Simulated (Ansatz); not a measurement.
Consider cell relaxations under several functionals of Ti, space group P6/mmm (the Python package of Ansatz (0.2.0)).

`run_lattice.py`:
```python
# -*- coding: utf-8 -*-
"""How the lattice of Ti depends on the functional."""

import warnings

import ansatz
import numpy as np
from pymatgen.core import Lattice, Structure
from pymatgen.io.ase import AseAtomsAdaptor

def edges_and_angles(cell):
    cell = np.asarray(cell)
    a, b, c = np.linalg.norm(cell, axis=1)
    cosines = cell[1] @ cell[2] / (b * c), cell[0] @ cell[2] / (a * c), cell[0] @ cell[1] / (a * b)
    return (a, b, c, *np.degrees(np.arccos(cosines)))

warnings.simplefilter("ignore", ansatz.DeckWarning)

pmg_structure = Structure(
    Lattice([(4.6, 0.0, 0.0), (-2.3, 3.983717, 0.0), (0.0, 0.0, 2.82)]),
    ["Ti", "Ti", "Ti"],
    [
        (0.0, 0.0, 0.0),
        (1 / 3, 2 / 3, 0.5),
        (2 / 3, 1 / 3, 0.5),
    ],
)
crystal = ansatz.Crystal.from_ase(AseAtomsAdaptor.get_atoms(pmg_structure))

setup = (
    crystal.calculation()
    .kpoints(8, 8, 12)
    .occupations("methfessel_paxton", width=0.1)
    .scf(tolerance=1e-10)
    .basis(35 * ansatz.Ry)
    .relax(cell=True)
)

levels = [("pbesol", "d3bj"), ("lda", "none"), ("blyp", "d3bj")]
print("level            a       b       c    alpha   beta  gamma  V/atom  steps")
for name, dispersion in levels:
    seen = []
    run = setup.functional(name, dispersion=dispersion).session().plan()
    done = run.execute(on_event=lambda e: seen.append(e) if e["event"] == "relax_step" else None)
    cell = done.lattice.cell_ang
    label = name if dispersion == "none" else f"{name}+{dispersion}"
    print("{:13s} {:7.4f} {:7.4f} {:7.4f} {:6.2f} {:6.2f} {:6.2f}".format(label, *edges_and_angles(cell)), f"{abs(np.linalg.det(cell)) / len(done.lattice.sites):7.3f} {len(seen):5d}")
```

Rank the levels of theory by the volume of the relaxed cell.

From smallest to largest: BLYP+D3BJ (15.37 Å³ an atom, -10.8 % against the start), PBEsol+D3BJ (15.63 Å³ an atom, -9.3 % against the start) and LDA (15.84 Å³ an atom, -8.0 % against the start). The spread is 3.1 % in volume.

The run itself:

```console
$ python run_lattice.py
level            a       b       c    alpha   beta  gamma  V/atom  steps
pbesol+d3bj    4.4355  4.4355  2.7514  90.00  90.00 120.00  15.626     6
lda            4.4533  4.4533  2.7673  90.00  90.00 120.00  15.843     6
blyp+d3bj      4.4078  4.4078  2.7400  90.00  90.00 120.00  15.368     6
```

Notes:
- Forces vanish by symmetry, so the ions can't move, and the end may be a saddle.
- BLYP and dispersion corrections can be off by several per cent in the lattices of metals, and by several GPa in the pressure at a fixed cell.
- This isn't the structure that Ti takes at ambient conditions.
- By the engine's processor time: 67 s on 1 thread of Intel(R) Xeon(R) Processor @ 2.30GHz, with other jobs on the host, peak memory 0.66 GiB.
